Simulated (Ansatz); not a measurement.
Geometry optimisation, Ansatz, DFT LDA, scalar-relativistic, plane waves, PAW.

Input:

```yaml
accuracy: low
crystal:
  lattice:
    - [6.32, 0.0, 0.0]
    - [0.0, 6.32, 0.0]
    - [0.0, 0.0, 6.32]
  atoms:
    - { symbol: W, position: [0.0, 0.0, 0.0] }
    - { symbol: W, position: [0.5, 0.0, 0.0] }
    - { symbol: W, position: [0.0, 0.5, 0.0] }
    - { symbol: W, position: [0.0, 0.0, 0.5] }
    - { symbol: W, position: [0.25, 0.25, 0.25] }
    - { symbol: W, position: [0.5, 0.5, 0.0] }
    - { symbol: W, position: [0.5, 0.0, 0.5] }
    - { symbol: W, position: [0.75, 0.25, 0.25] }
    - { symbol: W, position: [0.0, 0.5, 0.5] }
    - { symbol: W, position: [0.25, 0.75, 0.25] }
    - { symbol: W, position: [0.25, 0.25, 0.75] }
    - { symbol: W, position: [0.5, 0.5, 0.5] }
    - { symbol: W, position: [0.75, 0.75, 0.25] }
    - { symbol: W, position: [0.75, 0.25, 0.75] }
    - { symbol: W, position: [0.25, 0.75, 0.75] }
    - { symbol: W, position: [0.75, 0.75, 0.75] }
    - { symbol: B, position: [0.0148877, 0.1164265, 0.2489402] }
basis:
  ecutwfc: 420.0
kpoints:
  mp_grid: { grid: [2, 2, 2] }
hamiltonian:
  xc: lda
scf:
  occupations: { method: fermi_dirac, width: 0.15 }
  lower_state_search: "off"
relax:
  f_tol: 0.08
  max_steps: 25
  adjacent_minimum: "off"
```

Command:

```bash
$ ansatz run input.yaml --threads 2 --pin off --max-ram 5120MiB --backend cpu --events-out ev --progress --plain --runs-dir out
```

Where does it end, and by what steps?

The forces met the threshold. Limits of this set-up: coarse k mesh, odd electron count without spin, a small cell, in which the defect meets its images, a typed lattice constant that wasn't relaxed here, low accuracy level. After 7 steps the energy has fallen by 6.019 eV; B17 moved furthest, 0.70 Å. The start is strongly strained (largest force component 11 eV/Å).

| step | energy less start (eV) | largest force component (eV/Å) | accepted |
| --- | --- | --- | --- |
| 0 | 0.0000 | 11.028 | yes |
| 1 | -3.3072 | 2.311 | yes |
| 2 | -4.5238 | 1.294 | yes |
| 3 | -5.0756 | 2.520 | yes |
| 4 | -5.6006 | 1.700 | yes |
| 5 | -5.9933 | 0.397 | yes |
| 6 | -6.0182 | 0.093 | yes |
| 7 | -6.0186 | 0.008 | yes |

```xyz
17
Lattice="6.3200 0.0000 0.0000 0.0000 6.3200 0.0000 0.0000 0.0000 6.3200" Properties=species:S:1:pos:R:3
W 0.006 0.043 -0.335
W 3.165 0.043 -0.013
W 0.006 3.203 -0.013
W 0.006 0.044 3.494
W 1.573 1.611 1.580
W 3.166 3.203 0.027
W 3.165 0.043 3.172
W 4.758 1.611 1.580
W 0.006 3.203 3.172
W 1.573 4.796 1.580
W 1.654 1.691 4.740
W 3.166 3.203 3.132
W 4.758 4.796 1.580
W 4.678 1.691 4.740
W 1.654 4.715 4.740
W 4.677 4.715 4.740
B 0.006 0.044 1.580
```

Whether the end is a true minimum wasn't checked by a vibrational analysis.

Time of the run: 42 s on 2 threads of Intel(R) Xeon(R) Platinum 8488C (Sapphire Rapids) (shared host), peak memory 0.78 GiB.
